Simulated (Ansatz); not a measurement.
# Co: the cost of one run

All numbers are computed with Ansatz 0.2.0, driven from Python. Level of theory: DFT PBEsol, plane waves, PAW.

## (1) The structure

The structure is cubic, space group Fd-3m (No. 227). Conventional cell: a = 6.435 Å, b = 6.435 Å, c = 6.435 Å, α = 90.00°, β = 90.00°, γ = 90.00°. Co (site symmetry -43m) is surrounded by 16 Co at 2.67 to 2.79 Å. Co (site symmetry -3m) has 6 Co at 2.28 Å as nearest neighbours.

The script reads co.xyz:

```xyz
6
Lattice="0.0 3.21737176 3.21737176 3.21737176 0.0 3.21737176 3.21737176 3.21737176 0.0" Properties=species:S:1:pos:R:3:initial_magmoms:R:1 pbc="T T T"
Co    1.60868588    1.60868588    1.60868588  3.20
Co    0.00000000    0.00000000    0.00000000  3.20
Co    2.41302882    2.41302882    4.02171470  3.20
Co    2.41302882    4.02171470    2.41302882  3.20
Co    4.02171470    2.41302882    2.41302882  3.20
Co    4.02171470    4.02171470    4.02171470  3.20
```

## (2) The code

ecut_co.py reads:

```python
'''Cutoff test for Co.'''

import ansatz as az
import matplotlib.pyplot as plt

system = az.Crystal.from_extxyz('co.xyz')

base = (
    system.calculation()
    .functional('pbesol')
    .kpoints(6)
    .occupations('Fermi-Dirac', width=0.15)
    .spin('collinear')
)

rows = []
for value in [300, 400, 500, 600]:
    rep = base.basis(value).run(threads=1).report
    rows.append((value, rep['free_energy_ev'] / len(rep['lattice']['sites']), rep['n_iterations'], rep['magnetization_mub'], rep['n_pw']))

print(' cutoff (eV)   F/atom (eV)    iterations  moment (muB)   plane waves')
for row in rows:
    print(f'{str(row[0]):>12s}  {row[1]:12.5f}  {row[2]:12d}  {row[3]:12.3f}  {row[4]:12d}')

# the last row is the reference
for row in rows[:-1]:
    shift = 1000 * (row[1] - rows[-1][1])
    print(f'{row[0]}: {shift:+.2f} meV/atom' + ('  (within 2 meV)' if abs(shift) < 2 else ''))
plt.figure(figsize=(4.5, 3))
plt.plot([str(row[0]) for row in rows], [1000 * (row[1] - rows[-1][1]) for row in rows], 'o-')
plt.xlabel('cutoff (eV)')
plt.ylabel('F - F(last) (meV/atom)')
plt.tight_layout()
plt.savefig('ecut.png', dpi=100)
```

## (3) The calls as engine input

The package turns the script's settings into the engine's input (first run):

```yaml
crystal:
  lattice:
    - [0.0, 3.21737176, 3.21737176]
    - [3.21737176, 0.0, 3.21737176]
    - [3.21737176, 3.21737176, 0.0]
  atoms:
    - { symbol: Co, position: [0.25, 0.25, 0.25], spin: 3.2 }
    - { symbol: Co, position: [0.0, 0.0, 0.0], spin: 3.2 }
    - { symbol: Co, position: [0.6250000000000001, 0.6250000000000001, 0.12499999999999997], spin: 3.2 }
    - { symbol: Co, position: [0.6250000000000001, 0.12499999999999997, 0.6250000000000001], spin: 3.2 }
    - { symbol: Co, position: [0.12499999999999997, 0.6250000000000001, 0.6250000000000001], spin: 3.2 }
    - { symbol: Co, position: [0.6250000000000001, 0.6250000000000001, 0.6250000000000001], spin: 3.2 }
basis:
  ecutwfc: 300.0
kpoints:
  mp_grid:
    grid: [6, 6, 6]
hamiltonian:
  xc: pbesol
magnetization:
  spin_polarized: true
scf:
  occupations:
    method: fermi_dirac
    width: 0.15
```

## (4) Launch

Command:

```bash
python ecut_co.py
```

Q: Estimate wall time and peak memory on 1 thread of Arm Neoverse V2, shared host.

About 64 s, with a peak of 0.67 GiB.
